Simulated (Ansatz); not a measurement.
# Si62As: the cost of one run

Program: Ansatz 0.2.0. Level of theory: DFT PBE, plane waves, PAW, scalar-relativistic, collinear spin. These are calculated values, not measurements.

**1. The starting structure**

The cell holds 63 atoms (AsSi62): a = 10.860 Å, b = 10.860 Å, c = 10.860 Å, α = 90.00°, β = 90.00°, γ = 90.00°.

The coordinates stand in the first input below.

**2. Relaxing end A**

Input file input.yaml:

```yaml
crystal:
  lattice:
    - [10.86, 0.0, 0.0]
    - [0.0, 10.86, 0.0]
    - [0.0, 0.0, 10.86]
  atoms:
    - { symbol: Si, position: [0.4990159, 0.0017011, 0.0063945] }
    - { symbol: Si, position: [0.6230381, 0.1314714, 0.126843] }
    - { symbol: Si, position: [0.7534088, 0.2509042, 0.0005314] }
    - { symbol: Si, position: [0.8741753, 0.3722929, 0.1227868] }
    - { symbol: Si, position: [0.7485525, -2.9e-05, 0.252698] }
    - { symbol: Si, position: [0.8727767, 0.1217857, 0.3723563] }
    - { symbol: Si, position: [-0.0003317, 0.0028679, -0.002342] }
    - { symbol: As, position: [0.1174777, 0.1252241, 0.1250763], spin: 1.0 }
    - { symbol: Si, position: [0.2438212, 0.2478206, -0.0042416] }
    - { symbol: Si, position: [0.3797678, 0.373084, 0.1248759] }
    - { symbol: Si, position: [0.4972668, 0.5016476, 0.0003226] }
    - { symbol: Si, position: [0.6235461, 0.6239492, 0.1255594] }
    - { symbol: Si, position: [0.7520901, 0.7473206, -0.0013442] }
    - { symbol: Si, position: [0.8743639, 0.8742561, 0.1221296] }
    - { symbol: Si, position: [0.3743746, 0.1289493, 0.3750464] }
    - { symbol: Si, position: [0.4989149, 0.2526786, 0.2441124] }
    - { symbol: Si, position: [0.6262523, 0.3734317, 0.3761368] }
    - { symbol: Si, position: [0.7517442, 0.4984866, 0.2494677] }
    - { symbol: Si, position: [0.8768532, 0.6266088, 0.3752368] }
    - { symbol: Si, position: [0.5022418, -0.0029598, 0.4935869] }
    - { symbol: Si, position: [0.6257264, 0.1243779, 0.628099] }
    - { symbol: Si, position: [0.7512705, 0.2540363, 0.4992913] }
    - { symbol: Si, position: [0.8712706, 0.3732021, 0.6226437] }
    - { symbol: Si, position: [0.75315, 0.0008406, 0.7518121] }
    - { symbol: Si, position: [0.8735209, 0.1272562, 0.8752049] }
    - { symbol: Si, position: [-0.0018047, 0.4956909, 0.0003191] }
    - { symbol: Si, position: [0.1285266, 0.626775, 0.1288426] }
    - { symbol: Si, position: [0.2531898, 0.7499461, -0.0031554] }
    - { symbol: Si, position: [0.3763358, 0.8740891, 0.1204763] }
    - { symbol: Si, position: [-0.0024839, 0.252993, 0.25224] }
    - { symbol: Si, position: [0.1268773, 0.3747552, 0.3755285] }
    - { symbol: Si, position: [0.2462252, 0.5021278, 0.2515746] }
    - { symbol: Si, position: [0.3727798, 0.6297265, 0.3763694] }
    - { symbol: Si, position: [0.4970851, 0.7491839, 0.2485585] }
    - { symbol: Si, position: [0.6266488, 0.8695308, 0.3751249] }
    - { symbol: Si, position: [0.000162, 0.0031708, 0.5050171] }
    - { symbol: Si, position: [0.1243143, 0.1208691, 0.6254764] }
    - { symbol: Si, position: [0.2474019, 0.2492974, 0.5034272] }
    - { symbol: Si, position: [0.379291, 0.373014, 0.622944] }
    - { symbol: Si, position: [0.5021786, 0.5005517, 0.4994943] }
    - { symbol: Si, position: [0.6206153, 0.6197915, 0.6260939] }
    - { symbol: Si, position: [0.754071, 0.7522224, 0.4969826] }
    - { symbol: Si, position: [0.8704255, 0.8760083, 0.624693] }
    - { symbol: Si, position: [0.2526783, 0.0006076, 0.7520719] }
    - { symbol: Si, position: [0.3768047, 0.121554, 0.8743216] }
    - { symbol: Si, position: [0.50068, 0.2506315, 0.7468204] }
    - { symbol: Si, position: [0.6241844, 0.3775394, 0.8749511] }
    - { symbol: Si, position: [0.7514786, 0.4992718, 0.7463722] }
    - { symbol: Si, position: [0.8729021, 0.6235312, 0.875533] }
    - { symbol: Si, position: [0.0030796, 0.749806, 0.2466993] }
    - { symbol: Si, position: [0.1243911, 0.8745725, 0.3740708] }
    - { symbol: Si, position: [0.0007524, 0.4978894, 0.4995757] }
    - { symbol: Si, position: [0.126322, 0.6235823, 0.6246817] }
    - { symbol: Si, position: [0.2524004, 0.7550775, 0.4984775] }
    - { symbol: Si, position: [0.3733511, 0.8728701, 0.6259251] }
    - { symbol: Si, position: [-0.0009748, 0.2444962, 0.7481125] }
    - { symbol: Si, position: [0.1289909, 0.3728556, 0.8755944] }
    - { symbol: Si, position: [0.2488851, 0.4969473, 0.7438259] }
    - { symbol: Si, position: [0.376229, 0.6270823, 0.871358] }
    - { symbol: Si, position: [0.5064615, 0.746789, 0.7488029] }
    - { symbol: Si, position: [0.6259339, 0.8771373, 0.872489] }
    - { symbol: Si, position: [-0.0006525, 0.7492112, 0.7522979] }
    - { symbol: Si, position: [0.130275, 0.8724091, 0.8744611] }
magnetization:
  spin_polarized: true
total_charge: 2
basis:
  ecutwfc: 420.0
kpoints:
  mp_grid: { grid: [1, 1, 1] }
hamiltonian:
  xc: pbe
  pseudopotentials: { kind: paw, azcp: { folder: soft_1 } }
scf:
  occupations: { method: fermi_dirac, width: 0.05 }
  lower_state_search: "off"
relax:
  f_tol: 0.03
  max_steps: 60
  adjacent_minimum: "off"
```

Command:

```bash
$ ansatz run input.yaml --threads 4 --pin off --max-ram 10240MiB --backend cpu --events-out ev --progress --plain --runs-dir out
```

**Question.** How long does this run take on 4 threads of Arm Neoverse V1, shared host, and how much memory does it need?

About 59 s, with a peak of 1.7 GiB.
